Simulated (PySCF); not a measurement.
# C₂H₉BN₂: NMR shifts at several levels of theory, part 2 of 2

PySCF 2.14.0. Atoms count from 0.

**8. Nuclear shieldings: wB97X-D/pcSseg-1**

Job settings and geometry (Å):

```
{"job": {"kind": "nmr", "xc": "wB97X-D", "basis": "pcSseg-1", "pop": false}, "charge": 0, "multiplicity": 1}
C     -2.323461    -0.398525     0.968779
N     -1.245592    -0.472393     0.022199
B      0.033396     0.110304     0.170528
N      1.039650     0.010253    -0.817027
C      2.369678     0.546300    -0.730416
H     -2.645706    -1.393661     1.326690
H     -1.996296     0.174481     1.847764
H     -3.217099     0.108900     0.560581
H     -1.465051    -0.997623    -0.816159
H      0.279088     0.721825     1.190146
H      0.849173    -0.488721    -1.678259
H      3.149326    -0.237827    -0.748882
H      2.479640     1.093197     0.216524
H      2.597022     1.254806    -1.547865
```

Method: GIAO wB97X-D/pcSseg-1 NMR shielding, non-relativistic, gas phase.

The program printed:

```text
coarse grid: 10968 points
cycle   1  E = -215.8953294622  dE =  4.972e-01  |g| = 3.785e-01  |ddm| = 2.964e+00
cycle   2  E = -215.9112889449  dE = -1.596e-02  |g| = 3.238e-01  |ddm| = 4.648e-01
cycle   3  E = -215.9318009442  dE = -2.051e-02  |g| = 3.679e-02  |ddm| = 1.984e-01
cycle   4  E = -215.9321324601  dE = -3.315e-04  |g| = 1.237e-02  |ddm| = 3.677e-02
cycle   5  E = -215.9321705321  dE = -3.807e-05  |g| = 1.387e-03  |ddm| = 1.210e-02
cycle   6  E = -215.9321713622  dE = -8.301e-07  |g| = 2.654e-04  |ddm| = 2.636e-03
final grid: 103960 points
cycle   7  E = -215.9584283425  dE = -1.360e-04  |g| = 7.338e-03  |ddm| = 2.928e-02
cycle   8  E = -215.9584308574  dE = -2.515e-06  |g| = 7.085e-03  |ddm| = 9.615e-03
cycle   9  E = -215.9584404602  dE = -9.603e-06  |g| = 4.068e-04  |ddm| = 3.611e-03
cycle  10  E = -215.9584405135  dE = -5.337e-08  |g| = 2.148e-04  |ddm| = 9.552e-04
cycle  11  E = -215.9584405257  dE = -1.219e-08  |g| = 3.982e-05  |ddm| = 2.409e-04
cycle  12  E = -215.9584405263  dE = -5.271e-10  |g| = 1.119e-05  |ddm| = 8.398e-05
converged SCF energy = -215.9584405263

GIAO shielding tensors (ppm)
atom      isotropic    diamagn.    paramagn.     s11        s22        s33       span
  0 C      149.786     240.421     -90.635    129.216    135.513    184.630     55.414
  1 N      194.825     323.922    -129.096    130.318    208.142    246.016    115.698
  2 B       74.696     198.862    -124.166     45.021     83.276     95.792     50.771
  3 N      194.735     323.911    -129.176    130.179    208.111    245.915    115.736
  4 C      149.811     240.448     -90.638    129.191    135.631    184.610     55.420
  5 H       28.710      27.183       1.527     23.843     26.794     35.492     11.649
  6 H       28.611      28.757      -0.147     25.131     27.540     33.161      8.029
  7 H       28.705      27.178       1.528     23.811     26.806     35.499     11.688
  8 H       29.986      34.775      -4.789     22.256     30.896     36.807     14.551
  9 H       27.328      33.322      -5.993     25.742     27.093     29.149      3.407
 10 H       29.989      34.781      -4.793     22.251     30.912     36.803     14.552
 11 H       28.698      27.231       1.466     23.785     26.807     35.501     11.716
 12 H       28.613      28.766      -0.153     25.136     27.533     33.170      8.034
 13 H       28.717      27.164       1.552     23.866     26.798     35.486     11.621
```

Run time: 10 s. Hardware: 1 thread of Arm Neoverse V2, shared host; peak memory 0.63 GiB.

Key values: δ C0 34.7, N1 69.2, B2 26.9, H9 4.05, H5 2.70 ppm (means over like atoms).

**9. Nuclear shieldings: LC-wPBE/pcSseg-1**

Same as in step 8 but for these lines:

```diff
@@ -1,2 +1,2 @@
-{"job": {"kind": "nmr", "xc": "wB97X-D", "basis": "pcSseg-1", "pop": false}, "charge": 0, "multiplicity": 1}
+{"job": {"kind": "nmr", "xc": "LC-wPBE", "basis": "pcSseg-1", "pop": false}, "charge": 0, "multiplicity": 1}
 C     -2.323461    -0.398525     0.968779
```

Level: GIAO LC-wPBE/pcSseg-1 NMR shielding, non-relativistic, gas phase.

The program printed:

```text
coarse grid: 10968 points
cycle   1  E = -215.8291456601  dE =  5.809e-01  |g| = 3.636e-01  |ddm| = 2.948e+00
cycle   2  E = -215.8523576047  dE = -2.321e-02  |g| = 2.578e-01  |ddm| = 3.977e-01
cycle   3  E = -215.8647738195  dE = -1.242e-02  |g| = 4.378e-02  |ddm| = 1.563e-01
cycle   4  E = -215.8652836862  dE = -5.099e-04  |g| = 1.020e-02  |ddm| = 4.444e-02
cycle   5  E = -215.8653109188  dE = -2.723e-05  |g| = 1.761e-03  |ddm| = 1.124e-02
cycle   6  E = -215.8653119792  dE = -1.060e-06  |g| = 5.034e-04  |ddm| = 3.117e-03
final grid: 103960 points
cycle   7  E = -215.8944653199  dE = -3.614e-05  |g| = 5.641e-03  |ddm| = 1.779e-02
cycle   8  E = -215.8944676871  dE = -2.367e-06  |g| = 4.794e-03  |ddm| = 5.837e-03
cycle   9  E = -215.8944721561  dE = -4.469e-06  |g| = 3.226e-04  |ddm| = 2.542e-03
cycle  10  E = -215.8944721757  dE = -1.963e-08  |g| = 1.659e-04  |ddm| = 3.336e-04
cycle  11  E = -215.8944721827  dE = -6.979e-09  |g| = 2.868e-05  |ddm| = 1.293e-04
cycle  12  E = -215.8944721830  dE = -3.376e-10  |g| = 8.474e-06  |ddm| = 4.246e-05
converged SCF energy = -215.8944721830

GIAO shielding tensors (ppm)
atom      isotropic    diamagn.    paramagn.     s11        s22        s33       span
  0 C      155.243     240.048     -84.805    135.723    140.951    189.053     53.330
  1 N      200.522     323.489    -122.967    133.922    215.447    252.195    118.273
  2 B       73.031     198.679    -125.648     41.081     79.473     98.538     57.457
  3 N      200.449     323.485    -123.036    133.815    215.430    252.101    118.286
  4 C      155.262     240.080     -84.818    135.696    141.059    189.031     53.336
  5 H       28.735      27.138       1.598     23.805     26.780     35.621     11.815
  6 H       28.594      28.575       0.019     24.916     27.576     33.290      8.374
  7 H       28.732      27.135       1.597     23.776     26.794     35.625     11.849
  8 H       29.893      34.749      -4.856     21.995     30.691     36.992     14.997
  9 H       27.166      33.101      -5.935     25.526     26.859     29.113      3.587
 10 H       29.896      34.758      -4.862     21.990     30.708     36.989     14.999
 11 H       28.725      27.185       1.540     23.752     26.796     35.627     11.874
 12 H       28.596      28.587       0.008     24.920     27.570     33.297      8.377
 13 H       28.741      27.124       1.617     23.825     26.784     35.615     11.790
```

It took 14 s on 1 thread of Arm Neoverse V2, shared host; peak memory 0.61 GiB.

This run: δ C0 33.3, N1 67.2, B2 28.2, H9 4.16, H5 2.64 ppm (means over like atoms).

**10. NMR shieldings: PBE0/6-31G**

Same as in step 9 but for these lines:

```diff
@@ -1,2 +1,2 @@
-{"job": {"kind": "nmr", "xc": "LC-wPBE", "basis": "pcSseg-1", "pop": false}, "charge": 0, "multiplicity": 1}
+{"job": {"kind": "nmr", "xc": "PBE0", "basis": "6-31G", "pop": true}, "charge": 0, "multiplicity": 1}
 C     -2.323461    -0.398525     0.968779
```

With the program's defaults for keys left out, this is: GIAO PBE0/6-31G NMR shielding, non-relativistic, gas phase.

The program printed:

```text
coarse grid: 10968 points
cycle   1  E = -215.7241631950  dE =  3.969e-01  |g| = 3.995e-01  |ddm| = 3.234e+00
cycle   2  E = -215.7184213569  dE =  5.742e-03  |g| = 4.501e-01  |ddm| = 8.439e-01
cycle   3  E = -215.7657569530  dE = -4.734e-02  |g| = 4.739e-02  |ddm| = 4.401e-01
cycle   4  E = -215.7662995256  dE = -5.426e-04  |g| = 1.286e-02  |ddm| = 5.589e-02
cycle   5  E = -215.7663435046  dE = -4.398e-05  |g| = 2.787e-03  |ddm| = 1.294e-02
cycle   6  E = -215.7663455595  dE = -2.055e-06  |g| = 5.937e-04  |ddm| = 3.045e-03
final grid: 103960 points
cycle   7  E = -215.7248830240  dE = -1.281e-05  |g| = 7.981e-03  |ddm| = 1.733e-02
cycle   8  E = -215.7248779460  dE =  5.078e-06  |g| = 9.403e-03  |ddm| = 1.568e-02
cycle   9  E = -215.7248992108  dE = -2.126e-05  |g| = 7.158e-04  |ddm| = 8.146e-03
cycle  10  E = -215.7248993396  dE = -1.288e-07  |g| = 1.063e-04  |ddm| = 6.252e-04
cycle  11  E = -215.7248993417  dE = -2.166e-09  |g| = 3.980e-05  |ddm| = 1.136e-04
cycle  12  E = -215.7248993422  dE = -4.465e-10  |g| = 8.717e-06  |ddm| = 4.979e-05
converged SCF energy = -215.7248993422

GIAO shielding tensors (ppm)
atom      isotropic    diamagn.    paramagn.     s11        s22        s33       span
  0 C      166.564     240.054     -73.490    148.169    152.591    198.933     50.765
  1 N      203.610     324.275    -120.665    142.222    221.793    246.815    104.593
  2 B       93.538     195.965    -102.427     68.424     98.783    113.408     44.983
  3 N      203.523     324.266    -120.743    142.120    221.759    246.690    104.570
  4 C      166.580     240.085     -73.505    148.136    152.691    198.914     50.779
  5 H       29.871      27.911       1.960     25.008     27.939     36.666     11.659
  6 H       29.778      27.957       1.821     25.790     28.947     34.598      8.808
  7 H       29.863      27.888       1.974     24.975     27.946     36.667     11.691
  8 H       31.372      33.657      -2.285     23.412     31.743     38.961     15.549
  9 H       27.894      31.846      -3.952     26.241     27.455     29.987      3.746
 10 H       31.374      33.664      -2.291     23.404     31.760     38.957     15.553
 11 H       29.853      27.891       1.962     24.951     27.943     36.666     11.715
 12 H       29.780      27.972       1.808     25.795     28.941     34.604      8.809
 13 H       29.880      27.932       1.948     25.028     27.950     36.663     11.634
```

Run time: 4.3 s. Hardware: 1 thread of Arm Neoverse V2, shared host; peak memory 0.42 GiB.

Key values: δ C0 33.0, N1 57.1, B2 19.6, H9 4.72, H5 2.77 ppm (means over like atoms).

**11. Nuclear shieldings: PBE0/STO-3G**

Same as in step 10 but for these lines:

```diff
@@ -1,2 +1,2 @@
-{"job": {"kind": "nmr", "xc": "PBE0", "basis": "6-31G", "pop": true}, "charge": 0, "multiplicity": 1}
+{"job": {"kind": "nmr", "xc": "PBE0", "basis": "STO-3G", "pop": true}, "charge": 0, "multiplicity": 1}
 C     -2.323461    -0.398525     0.968779
```

Level: GIAO PBE0/STO-3G NMR shielding, non-relativistic, gas phase.

The program printed:

```text
coarse grid: 10968 points
cycle   1  E = -213.0849676877  dE =  4.470e-01  |g| = 3.688e-01  |ddm| = 4.474e+00
cycle   2  E = -213.0981176503  dE = -1.315e-02  |g| = 3.221e-01  |ddm| = 8.746e-01
cycle   3  E = -213.1274966838  dE = -2.938e-02  |g| = 2.972e-02  |ddm| = 4.121e-01
cycle   4  E = -213.1278165757  dE = -3.199e-04  |g| = 5.215e-03  |ddm| = 5.288e-02
cycle   5  E = -213.1278271100  dE = -1.053e-05  |g| = 6.209e-04  |ddm| = 9.032e-03
cycle   6  E = -213.1278272620  dE = -1.521e-07  |g| = 1.439e-04  |ddm| = 1.189e-03
final grid: 103960 points
cycle   7  E = -213.1166494918  dE = -9.927e-06  |g| = 3.519e-03  |ddm| = 1.399e-02
cycle   8  E = -213.1166513461  dE = -1.854e-06  |g| = 2.717e-03  |ddm| = 8.518e-03
cycle   9  E = -213.1166536125  dE = -2.266e-06  |g| = 2.695e-04  |ddm| = 3.686e-03
cycle  10  E = -213.1166536387  dE = -2.621e-08  |g| = 4.392e-05  |ddm| = 4.336e-04
cycle  11  E = -213.1166536391  dE = -4.810e-10  |g| = 1.386e-05  |ddm| = 6.023e-05
converged SCF energy = -213.1166536391

GIAO shielding tensors (ppm)
atom      isotropic    diamagn.    paramagn.     s11        s22        s33       span
  0 C      197.361     242.294     -44.933    181.679    182.508    227.896     46.216
  1 N      266.994     313.396     -46.402    227.854    278.784    294.344     66.489
  2 B      104.821     201.510     -96.689     79.722    104.455    130.286     50.564
  3 N      266.932     313.391     -46.460    227.750    278.772    294.273     66.524
  4 C      197.376     242.325     -44.949    181.641    182.601    227.886     46.245
  5 H       30.802      28.590       2.212     26.412     27.776     38.217     11.805
  6 H       30.552      30.175       0.377     25.406     29.357     36.892     11.486
  7 H       30.804      28.590       2.213     26.424     27.782     38.204     11.780
  8 H       31.533      32.598      -1.065     23.141     31.068     40.390     17.248
  9 H       29.353      34.790      -5.437     26.098     29.883     32.078      5.980
 10 H       31.533      32.608      -1.075     23.130     31.085     40.384     17.254
 11 H       30.801      28.641       2.160     26.432     27.780     38.191     11.759
 12 H       30.553      30.185       0.368     25.413     29.351     36.894     11.481
 13 H       30.804      28.572       2.232     26.401     27.784     38.228     11.827
```

Wall time 2.2 s (1 thread of Arm Neoverse V2, shared host); peak memory 0.42 GiB.

This run: δ C0 37.3, N1 27.7, B2 23.9, H9 3.25, H5 1.89 ppm (means over like atoms).

**12. Side by side: NMR shifts**

Shifts (ppm), means over like atoms, with basis size and wall time:

```csv
run,C0,H9,H5,H8,N1,B2,functions,time
PBE0/pcSseg-1,34.7,4.08,2.75,1.47,74.8,26.3,130,7.9 s
mPW1PW91/pcSseg-1,34.8,4.05,2.74,1.46,74.2,26.5,130,8 s
WP04/pcSseg-1,36.3,3.46,2.60,1.42,67.4,27.2,130,8.3 s
B97-2/pcSseg-1,34.9,3.99,2.74,1.44,72.0,25.7,130,7.9 s
BHandHLYP/pcSseg-1,33.8,3.96,2.71,1.34,70.0,29.7,130,7.9 s
CAM-B3LYP/pcSseg-1,34.3,4.08,2.74,1.41,75.5,28.4,130,11 s
wB97X-D/pcSseg-1,34.7,4.05,2.70,1.39,69.2,26.9,130,10 s
LC-wPBE/pcSseg-1,33.3,4.16,2.64,1.43,67.2,28.2,130,14 s
PBE0/6-31G,33.0,4.72,2.77,1.24,57.1,19.6,63,4.3 s
PBE0/STO-3G,37.3,3.25,1.89,1.07,27.7,23.9,34,2.2 s
```

**13. Summary of results**

This closing draws on all 2 parts.

| quantity | value |
| --- | --- |
| 13C shifts against TMS (PBE0/pcSseg-1, means over atoms taken as alike) | 34.7 ppm |
| 1H shifts against TMS (PBE0/pcSseg-1, means over atoms taken as alike) | 4.08, 2.75, 1.47 ppm |
| 15N shifts against NH3 (PBE0/pcSseg-1, means over atoms taken as alike) | 74.8 ppm |
| 11B shifts against BF3·OEt2 (PBE0/pcSseg-1) | 26.3 ppm |
| range of the shift of N1 (with its like atoms) (minimal bases aside) | 57.1 to 75.5 ppm |
| property runs in this session | 10, of which 0 failed and 1 gave unsound results |

**Reading.** Single values in the summary come from the first sound run of each kind (PBE0/pcSseg-1), which need not be the best level. At PBE0/pcSseg-1: Shielding is most anisotropic at N1, N3 (span 117 ppm, paramagnetic term -133 ppm). Leaving out the minimal-basis runs, which are unusable for shieldings: Across the 9 runs the shift of N1 (with its like atoms) moves most, between 57.1 (PBE0/6-31G) and 75.5 ppm (CAM-B3LYP/pcSseg-1). Part of that comes from the computed reference.
